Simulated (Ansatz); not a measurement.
**CH7FO2SiSn: a ladder of functionals and wavefunction methods**

One table from this session's results is given with a row withheld; the runs are named, their logs left out.

Program: Ansatz 0.2.0, Gaussian basis. Level of theory: functionals in def2-TZVPP, the program's frozen cores in correlated methods. These are calculated values, not measurements.

The runs, in order: PBE-D4, r2SCAN-D4, PBE0-D4, B3LYP-D4, ωB97X-V, ωB97M-V, B2PLYP; CCSD(T)/def2-TZVPP; MP2/def2-QZVPP; extrapolation to the limit.

### Structure used throughout

The geometry comes from an earlier relaxation with PBE0-D4 in a triple-zeta def2 set; it is a stationary point, not always the lowest conformer. Sn takes the def2 core potential; no spin-orbit term is included.

SMILES `C[O][SnH]([F])[O][SiH3]`, 13 atoms, charge 0, spin multiplicity 1.

Atoms are counted from 1 here; the program's logs count them from 0.

Bond lengths: C1–O2 1.415 Å, C1–H7 1.095 Å, C1–H8 1.096 Å, C1–H9 1.092 Å, O2–Sn3 1.933 Å, Sn3–F4 1.914 Å, Sn3–O5 1.933 Å, Sn3–H10 1.683 Å, O5–Si6 1.640 Å, Si6–H11 1.489 Å, Si6–H12 1.485 Å, Si6–H13 1.487 Å. Angles: O2–C1–H7 112.0°, O2–C1–H8 112.1°, O2–C1–H9 107.5°, H7–C1–H8 108.6°, H7–C1–H9 108.3°, H8–C1–H9 108.2°, C1–O2–Sn3 120.8°, O2–Sn3–F4 106.4°, O2–Sn3–O5 109.0°, O2–Sn3–H10 112.4°, F4–Sn3–O5 103.1°, F4–Sn3–H10 112.0°, O5–Sn3–H10 113.4°, Sn3–O5–Si6 136.8°, O5–Si6–H11 110.9°, O5–Si6–H12 107.8°, O5–Si6–H13 111.0°, H11–Si6–H12 109.1° and more.

As a file:

```
C     1.32218    1.29445   -1.16559
O     0.21212    1.96409   -0.59893
Sn   -1.29248    0.97081    0.09755
F    -1.97515   -0.06796   -1.35853
O    -0.64312   -0.37286    1.32649
Si   -0.13634   -1.92954    1.23745
H     1.04095    0.70621   -2.04581
H     1.81532    0.63195   -0.44507
H     2.04122    2.05579   -1.47639
H    -2.46957    1.97200    0.76383
H     0.77937   -2.12403    0.07938
H     0.59370   -2.24274    2.49225
H    -1.28820   -2.85816    1.09338
```

Set-up of the first run:

The input, in.yaml:

```yaml
crystal:
  periodic: [false, false, false]
  atoms:
    - {symbol: C, position_ang: [1.322184, 1.294445, -1.165595]}
    - {symbol: O, position_ang: [0.212118, 1.964094, -0.598930]}
    - {symbol: Sn, position_ang: [-1.292484, 0.970807, 0.097550]}
    - {symbol: F, position_ang: [-1.975147, -0.067955, -1.358532]}
    - {symbol: O, position_ang: [-0.643121, -0.372859, 1.326491]}
    - {symbol: Si, position_ang: [-0.136336, -1.929536, 1.237449]}
    - {symbol: H, position_ang: [1.040947, 0.706210, -2.045810]}
    - {symbol: H, position_ang: [1.815322, 0.631951, -0.445075]}
    - {symbol: H, position_ang: [2.041222, 2.055786, -1.476390]}
    - {symbol: H, position_ang: [-2.469573, 1.971997, 0.763833]}
    - {symbol: H, position_ang: [0.779371, -2.124032, 0.079381]}
    - {symbol: H, position_ang: [0.593696, -2.242743, 2.492252]}
    - {symbol: H, position_ang: [-1.288200, -2.858156, 1.093378]}
basis:
  gaussian: {orbitals: def2-TZVPP}
hamiltonian: {xc: pbe, dispersion: d4}
output: {forces: true, orbitals: {seedname: orbitals}}
```

Started as:

```console
$ ansatz run in.yaml --threads 2 --pin off --events-out ev --progress --plain --max-ram 22528MiB --backend cuda --devices 0, --max-vram 18GiB
```

Among the steps run: PBE-D4 (GGA); r2SCAN-D4 (meta-GGA); PBE0-D4 (hybrid); B3LYP-D4 (hybrid); ωB97X-V (range-separated); ωB97M-V (range-separated); B2PLYP (double hybrid); CCSD(T) in def2-TZVPP; MP2 in def2-QZVPP.

One of the session's tables, all rows but one given; the rest of the session is left out.

It belongs to the step «Atomisation energies». 

| method | atomisation energy (kJ/mol) |
| --- | --- |
| PBE-D4 | 4484.2 |
| r2SCAN-D4 | 4449.2 |
| PBE0-D4 | ? |
| B3LYP-D4 | 4427.7 |
| ωB97X-V | 4480.8 |
| ωB97M-V | 4451.5 |
| B2PLYP | 4391.7 |
| HF/def2-TZVPP | 3157.5 |
| MP2/def2-TZVPP | 4416.0 |
| CCSD/def2-TZVPP | 4278.4 |
| CCSD(T)/def2-TZVPP | 4348.6 |
| MP2/CBS | 4561.9 |
| CCSD(T)/CBS | 4494.5 |

Estimate the missing values for PBE0-D4.

As computed: atomisation energy (kJ/mol): 4386.4. In the column «atomisation energy (kJ/mol)» it lies between CCSD(T)/def2-TZVPP (4348.6) and B2PLYP (4391.7).
